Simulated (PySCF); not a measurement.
# C2H7ClOSi3: electronic excitations

What electronic excitations should C2H7ClOSi3 (`[SiH3]O[SiH2]C#C[SiH2]Cl`) show?

Programs: PySCF 2.14.0, with density-fitted response routines of our own. Each step states its level of theory. These are calculated values for one molecule in the gas phase, unless marked as measured. Atoms count from 0, in the outputs and in this text.

### 1 The starting structure

14 atoms, charge 0, multiplicity 1; geometry from: GFN2-xTB.

Bonds of the start (Å): Si0–O1 1.62, O1–Si2 1.62, Si2–C3 1.86, C3–C4 1.21, C4–Si5 1.85, Si5–Cl6 2.02, Si0–H7 1.46, Si0–H8 1.46, Si0–H9 1.46, Si2–H10 1.46, Si2–H11 1.46, Si5–H12 1.46, Si5–H13 1.46.

### 2 TDDFT and polarisability: B3LYP/def2-SVPD

Job settings and geometry (Å):

```
{"job": {"kind": "uv", "xc": "B3LYP", "basis": "def2-SVPD", "nstates": 8, "ntriplets": 3}, "charge": 0, "multiplicity": 1}
Si    -3.083083     0.142606    -0.316747
O     -2.006059    -0.329641     0.794910
Si    -0.667578    -0.789640     1.582675
C      0.814691    -0.256119     0.599274
C      1.772033     0.102995    -0.049740
Si     3.251446     0.638208    -1.019383
Cl     4.886269    -0.225581    -0.193691
H     -2.356379     0.466217    -1.542936
H     -3.989697    -0.989038    -0.498878
H     -3.753828     1.307964     0.255292
H     -0.702115    -2.249250     1.670042
H     -0.696059    -0.086201     2.863989
H      3.133748     0.177671    -2.401119
H      3.395934     2.089338    -0.925778
```

Level: TDDFT B3LYP/def2-SVPD, vertical, gas phase, core orbitals frozen in the response.

Launch:

```sh
$ OMP_NUM_THREADS=1 python probes_run.py task.json out
```

This one command runs all jobs of the session in turn.

Predict these results of the whole session: lowest singlet (B3LYP/def2-SVPD); brightest single state of those computed; lowest triplet; surface potential, 1st and 99th percentile.

As calculated:

| quantity | value |
| --- | --- |
| lowest singlet (B3LYP/def2-SVPD) | 5.30 eV (234 nm), f = 0.001 |
| brightest single state of those computed | state 7, 6.80 eV, f = 0.113 |
| lowest triplet | 4.60 eV |
| surface potential, 1st and 99th percentile | -0.47 V and 1.49 V |

In words: The lowest singlet, at 5.30 eV, is HOMO→LUMO 0.90 and is dark; of the 8 states computed, the strongest absorption comes from state 7 at 6.80 eV (the last state computed is bright too, and its partners may lie past the list). The lowest triplet lies 0.69 eV below the lowest singlet (triplets in Tamm-Dancoff, singlets in full TDDFT). At B3LYP/def2-SVPD, counted by nearest atom on the grid, the HOMO lies on C3, C4 about 33 % each; H10, H11 about 8 % each, the LUMO on C3, C4 about 22 % each; Si5 11 %.
